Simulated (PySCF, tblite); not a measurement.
# C₄H₈B radical: geometry, infrared bands and EPR parameters

Wanted: the infrared bands and EPR parameters of C₄H₈B radical (`B[C](C)C=C`), by calculation.

The runs use tblite 0.8.0 and PySCF 2.14.0, with density-fitted response routines of our own; the level of theory stands in each step. All values are computed, except where a source is named. Atoms are numbered from 0 throughout.

### Step 1. The molecule as given

13 atoms, charge 0, multiplicity 2; geometry from: force field or distance geometry start.

Bonds of the start (Å): B0–C1 1.54, C1–C2 1.48, C1–C3 1.47, C3–C4 1.35, B0–H5 1.20, B0–H6 1.20, C2–H7 1.11, C2–H8 1.11, C2–H9 1.13, C3–H10 1.08, C4–H11 1.08, C4–H12 1.10.

### Step 2. Optimising the geometry with GFN2-xTB

Job settings and geometry (Å):

```
{"job": {"kind": "relax", "xc": "GFN2-xTB", "basis": "xTB"}, "charge": 0, "multiplicity": 2}
B     -1.259400     1.385500     0.241200
C     -0.527100     0.194500    -0.395700
C     -0.902800    -1.172100     0.018700
C      0.884600     0.417400    -0.737000
C      1.882700    -0.140200    -0.011300
H     -2.223300     1.277100     0.950100
H     -0.591300     2.362000     0.457300
H     -0.273900    -1.480500     0.883100
H     -0.688900    -1.882200    -0.807000
H     -1.966700    -1.248600     0.385700
H      1.113100     1.035600    -1.586300
H      2.922500     0.021100    -0.270600
H      1.626200    -0.769000     0.854100
```

The run is started by

```console
$ OMP_NUM_THREADS=1 python probes_run.py task.json out
```

One launch serves the whole session: the jobs run in the order shown.

**Question.** This job is followed by: GFN2-xTB harmonic vibrations, gas phase; UKS B3LYP, pcH-1 on B C H, non-relativistic, mean-field spin-orbit, GIAO. What will the session give for the following? strongest single infrared mode (GFN2-xTB); zero-point energy (GFN2-xTB); g(iso) (B3LYP); ⟨S²⟩; largest a(iso) (averaged by class); potential on the surface of density 0.002 e/bohr³, 1st and 99th percentile.

**Answer**, as computed:

| quantity | value |
| --- | --- |
| strongest single infrared mode (GFN2-xTB) | 2646 cm⁻¹, 172 km/mol |
| zero-point energy (GFN2-xTB) | 65.2 kcal/mol |
| g(iso) (B3LYP) | 2.00253 |
| ⟨S²⟩ | 0.770 (exact 0.75) |
| largest a(iso) (averaged by class) | 1H on H7, H8, H9, 40.0 MHz |
| potential on the surface of density 0.002 e/bohr³, 1st and 99th percentile | -0.59 V and 1.03 V |

The optimisation took 84 steps and gained 0.693 eV; among the close pairs (by a distance rule), C1–C3 changed most, from 1.469 to 1.416 Å. All 33 modes are real, so the xTB geometry is a minimum. The strongest single mode, at 2646 cm⁻¹, moves mainly H5 and H6. GFN2-xTB is a fitted tight-binding method: band positions and strengths are rough. Its intensities can rank the bands wrongly. The largest spin populations lie on C1 (0.57 e), C4 (0.52 e). The isotropic g lies 0.2 ppt above the free-electron value. These values are for one conformer; the search (at its own cheap level) found 1 more, at 0.53 kcal/mol, and measured spectra average over such forms.
